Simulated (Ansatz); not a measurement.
**HfNH+ (doublet): from Hartree-Fock to the top rungs at a displaced geometry (v1), def2-SVP**

An exercise on one series of results from a longer session: the logs are not shown, and one member is left open.

Method: def2-SVP, core rule «outside noble gas», up to 5 orbitals frozen; program: Ansatz 0.2.0, Gaussian basis.

To be run: UHF; CCSD(T) on ROHF; CCSD(T) on UHF; CISD; CCSDT(Q) on ROHF; CCSDT(Q) on UHF.

14 further runs of the same task are left out: 4 for a known fault of the program, 4 that didn't finish, 6 set aside as unsound or not needed.

## The geometry

The geometry is a PBE0/def2-TZVP stationary point (not a proven minimum) with its atoms shifted at random (size 0.040 Å). No spin-orbit coupling is included. Elements past krypton take def2 core potentials.

3 atoms, charge 1, spin multiplicity 2.

Atoms are counted from 1 here; the program's logs count them from 0.

Bond lengths: Hf1–N2 1.757 Å, N2–H3 1.060 Å. Angles: Hf1–N2–H3 175.4°.

Set-up of the first run:

in.yaml reads:

```yaml
crystal:
  periodic: [false, false, false]
  atoms:
    - {symbol: Hf, position_ang: [-0.015433, -0.009008, 1.523713]}
    - {symbol: N, position_ang: [-0.016266, -0.025151, -0.233243]}
    - {symbol: H, position_ang: [0.031698, 0.034159, -1.290470]}
basis:
  gaussian: {orbitals: def2-SVP}
total_charge: 1
magnetization: {spin_polarized: true, initial_magnetization: 1}
hamiltonian: {xc: hf}
output: {orbitals: {seedname: orbitals}}
```

On the command line:

```
$ ansatz run in.yaml --threads 1 --pin off --events-out ev --progress --plain --max-ram 2393MiB
```

Among the steps run: UHF; CCSD(T) on ROHF; CCSD(T) on UHF; CISD; CCSDT(Q) on ROHF; CCSDT(Q) on UHF.

One table of the session follows, with a row left open; its other results are not shown here.

```
   method  from RCCSDT(Q) (meV)
     ROHF               +7099.4
      UHF               +7054.3
     RMP2                +221.6
     UMP2                +345.3
    RCCSD                     ?
    UCCSD                +395.9
 RCCSD(T)                 +11.9
 UCCSD(T)                 +11.0
   RCCSDT                 +15.7
   UCCSDT                  +2.1
RCCSDT(Q)                     0
UCCSDT(Q)                 -31.7
```

Estimate the missing values for RCCSD.

The run gave: from RCCSDT(Q) (meV): +408.6. In the column «from RCCSDT(Q) (meV)» it lies between UCCSD (+395.9) and UHF (+7054.3).

Not comparable, so not listed: CISD (they don't share determinant, frozen orbitals or solution with the rows shown, or repeat one).

To keep in mind: Restricted and unrestricted rows rest on different reference determinants; where their highest levels disagree by more than a few hundredths of an eV, they describe different states and don't form one ladder.
